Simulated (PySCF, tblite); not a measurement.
**C₃H₁₀OSeSi+ (doublet): geometry, infrared bands and EPR parameters**

Wanted: the infrared bands and EPR parameters of C₃H₁₀OSeSi+ (doublet) (`CC(C)O[SiH2][SeH+]`), by calculation.

The runs use tblite 0.8.0 and PySCF 2.14.0, with density-fitted response routines of our own; the level of theory stands in each step. All values are computed, except where a source is named. Atoms count from 0, in the outputs and in this text.

### 1 The starting structure

16 atoms, charge 1, multiplicity 2; geometry from: force field or distance geometry start.

Bonds of the start (Å): C0–C1 1.53, C1–C2 1.53, C1–O3 1.42, O3–Si4 1.74, Si4–Se5 2.28, C0–H6 1.11, C0–H7 1.11, C0–H8 1.11, C1–H9 1.13, C2–H10 1.12, C2–H11 1.11, C2–H12 1.11, Si4–H13 1.46, Si4–H14 1.48, Se5–H15 1.54.

### 2 Geometry optimisation with GFN2-xTB

Job settings and geometry (Å):

```
{"job": {"kind": "relax", "xc": "GFN2-xTB", "basis": "xTB"}, "charge": 1, "multiplicity": 2}
C     -0.596800    -1.592500    -0.812300
C     -0.308400    -0.369100     0.054200
C     -1.498200    -0.068500     0.964800
O     -0.041400     0.735700    -0.792000
Si     1.139500     1.788800    -0.074400
Se     3.226500     1.093100    -0.672300
H      0.273800    -1.812600    -1.456400
H     -1.475300    -1.387200    -1.461600
H     -0.811600    -2.482600    -0.179100
H      0.559300    -0.660600     0.711900
H     -2.399600     0.186200     0.343400
H     -1.750200    -0.944200     1.603100
H     -1.285100     0.797100     1.634500
H      1.028900     1.813500     1.382300
H      0.924500     3.160500    -0.592400
H      3.006300    -0.248700     0.052900
```

Command:

```console
$ OMP_NUM_THREADS=1 python probes_run.py task.json out
```

The driver reads the jobs from task.json and runs them one after another.

**Question.** This job is followed by: GFN2-xTB harmonic vibrations, gas phase; UKS B3LYP, def2-TZVP-core on Se, pcH-1 on C H O Si, non-relativistic, mean-field spin-orbit, GIAO. What will the session give for the following? strongest single infrared mode (GFN2-xTB); zero-point energy (GFN2-xTB); g(iso) (B3LYP); ⟨S²⟩; largest a(iso) (averaged by class).

**Answer**, as computed:

| quantity | value |
| --- | --- |
| strongest single infrared mode (GFN2-xTB) | 2053 cm⁻¹, 174 km/mol |
| zero-point energy (GFN2-xTB) | 74.4 kcal/mol |
| g(iso) (B3LYP) | 2.13294 |
| ⟨S²⟩ | 0.753 (exact 0.75) |
| largest a(iso) (averaged by class) | 77Se on Se5, 98.9 MHz |

**Reading.** The optimisation took 205 steps and gained 1.008 eV; among the close pairs (by a distance rule), Si4–Se5 changed most, from 2.280 to 2.451 Å. No mode is imaginary among the 42: a minimum at this level. The strongest single mode, at 2053 cm⁻¹, moves mainly H15. GFN2-xTB is a fitted tight-binding method: band positions and strengths are rough. Its intensities can rank the bands wrongly. Se5 carries the largest spin population, 1.01 e. The isotropic g lies 130.6 ppt above the free-electron value. The hyperfine terms hold no scalar relativity, which the heavier nuclei need.
